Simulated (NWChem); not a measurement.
# UB86bPBE/3-21G run of GaH2O (SMILES [O][GaH2])

What is the solvation energy at fixed shape (SMD, water) of GaH2O at UB86bPBE/3-21G? 

The results are computed with NWChem 7.3.0.

## Step 1: The system as given

The species is GaH2O (4 atoms), meant as a doublet with charge 0. SMILES: `[O][GaH2]`. The coordinates come from a PBE0-D4/def2-TZVP relaxation.

Bond lengths: O1–Ga2 1.794 Å, Ga2–H3 1.556 Å, Ga2–H4 1.556 Å. Angles: O1–Ga2–H3 114.9°, O1–Ga2–H4 114.9°, H3–Ga2–H4 130.2°.

## Step 2: A single-point energy at UB86bPBE/3-21G

Input file work.nw:

```
START work
memory 2200 mb
GEOMETRY units angstrom noautosym nocenter noautoz
   O    -0.885700   -0.494600    1.322100
   Ga    0.078800    0.019500   -0.100900
   H    -0.675200   -0.040800   -1.460300
   H     1.537600    0.455600    0.218700
END
BASIS "ao basis" spherical bse
   * library 3-21G
END
DFT
   xc becke86b cpbe96
   mult 2
   grid medium
   maxiter 200
   mulliken
END
TASK dft energy
```

The run is started by

```sh
$ nwchem work.nw > work.out
```

Log, cut to the lines that bear on the results:

```text
[...]
          Wavefunction type:  spin polarized.
          No. of atoms     :     4
          No. of electrons :    41
[...]
          Charge           :     0
          Spin multiplicity:     2
[...]
          AO basis - number of functions:    35
[...]
              XC Information
              --------------
                    Becke 1986 Exchange Functional  1.000
            Perdew 1991 LDA Correlation Functional  1.000 local
           PerdewBurkeErnz. Correlation Functional  1.000 non-local
[...]
 d= 0,ls=0.0,diis     1  -1991.0333714315 -2.09D+03  1.24D-01  3.56D-01     0.2
[...]
 d= 0,ls=0.0,diis    10  -1991.3832207945 -1.29D-07  3.19D-06  7.40D-09     1.1
[...]
         Total DFT energy =    -1991.383220794467
      One electron energy =    -2972.457264529652
           Coulomb energy =      967.953861302274
    Exchange-Corr. energy =      -84.292246679886
 Nuclear repulsion energy =       97.412429112797
[...]
      Total Density - Mulliken Population Analysis
     ---------------------------------------------
    Atom       Charge   Shell Charges
 -----------   ------   -------------------------------------------------------
    1 O    8     8.29   1.98  0.45  2.00  1.52  2.33
    2 Ga  31    30.58   2.00  2.00  6.00  1.99  5.95  0.94  1.24  0.24  0.32  9.89
    3 H    1     1.06   0.41  0.66
    4 H    1     1.06   0.41  0.66
[...]
      <S2> =      0.7557 (Exact =     0.7500)
[...]
```

It took 1.6 s on 1 thread of AMD EPYC 9R05 (Zen 5), shared host; peak memory 0.11 GiB.

## Step 3: The energy at UB86bPBE/3-21G (SMD water)

Input file gah2o.nw:

```
start gah2o
title "GaH2O B86bPBE"
memory total 2200 mb
charge 0

geometry noautosym nocenter noautoz
   O       -0.885700      -0.494600       1.322100
   Ga       0.078800       0.019500      -0.100900
   H       -0.675200      -0.040800      -1.460300
   H        1.537600       0.455600       0.218700
end

basis spherical bse
   * library 3-21G
end

cosmo
   do_cosmo_smd true
   solvent water
end

dft
   xc becke86b cpbe96
   mult 2
   grid medium
   maxiter 200
   mulliken
end

task dft energy
```

The run is started by

```sh
$ nwchem gah2o.nw > gah2o.out
```

Log, cut to the lines that bear on the results:

```text
[...]
          Wavefunction type:  spin polarized.
          No. of atoms     :     4
          No. of electrons :    41
[...]
          Charge           :     0
          Spin multiplicity:     2
[...]
          AO basis - number of functions:    35
[...]
              XC Information
              --------------
                    Becke 1986 Exchange Functional  1.000
            Perdew 1991 LDA Correlation Functional  1.000 local
           PerdewBurkeErnz. Correlation Functional  1.000 non-local
[...]
 d= 0,ls=0.0,diis     1  -1991.0333714315 -2.09D+03  1.24D-01  3.56D-01     0.2
[...]
 d= 0,ls=0.0,diis     6  -1991.3953564104 -1.17D-07  4.78D-06  1.87D-08     1.9
[...]
         Total DFT energy =    -1991.395356410434
      One electron energy =    -2971.417499534099
           Coulomb energy =      967.649557306654
    Exchange-Corr. energy =      -84.310346900156
 Nuclear repulsion energy =       97.412429112797
             COSMO energy =       -0.729496395632
[...]
      Total Density - Mulliken Population Analysis
     ---------------------------------------------
    Atom       Charge   Shell Charges
 -----------   ------   -------------------------------------------------------
    1 O    8     8.40   1.98  0.44  2.02  1.52  2.43
    2 Ga  31    30.42   2.00  2.00  6.00  1.99  5.95  0.91  1.15  0.22  0.31  9.89
    3 H    1     1.09   0.41  0.68
    4 H    1     1.09   0.41  0.68
[...]
      <S2> =      0.7539 (Exact =     0.7500)
[...]
```

It took 2.4 s on 1 thread of AMD EPYC 9R05 (Zen 5), shared host; peak memory 0.11 GiB.

## Step 4: Results

At UB86bPBE/3-21G:

| quantity | value |
| --- | --- |
| gas phase: total energy | -1991.38322 Eh |
| gas phase: dipole moment | 1.69 D |
| gas phase: HOMO energy (highest over α and β) | -6.49 eV |
| gas phase: LUMO energy (lowest over α and β) | -5.15 eV |
| gas phase: ⟨S²⟩ | 0.756 |
| SMD, water: total energy | -1991.39536 Eh |
| SMD, water: dipole moment | 2.58 D |
| SMD, water: HOMO energy (highest over α and β) | -6.36 eV |
| SMD, water: LUMO energy (lowest over α and β) | -5.10 eV |
| SMD, water: solvent term in the energy | -31.9 kJ/mol |
| SMD, water: ⟨S²⟩ | 0.754 |
| energy change from gas to solvent at fixed shape | -0.330 eV |

What this shows: The solvent model (SMD, water) lowers the energy by 0.33 eV (−7.6 kcal/mol) at the same shape. Mulliken charges (SMD, water) run from -0.40 on O1 to +0.58 on Ga2.
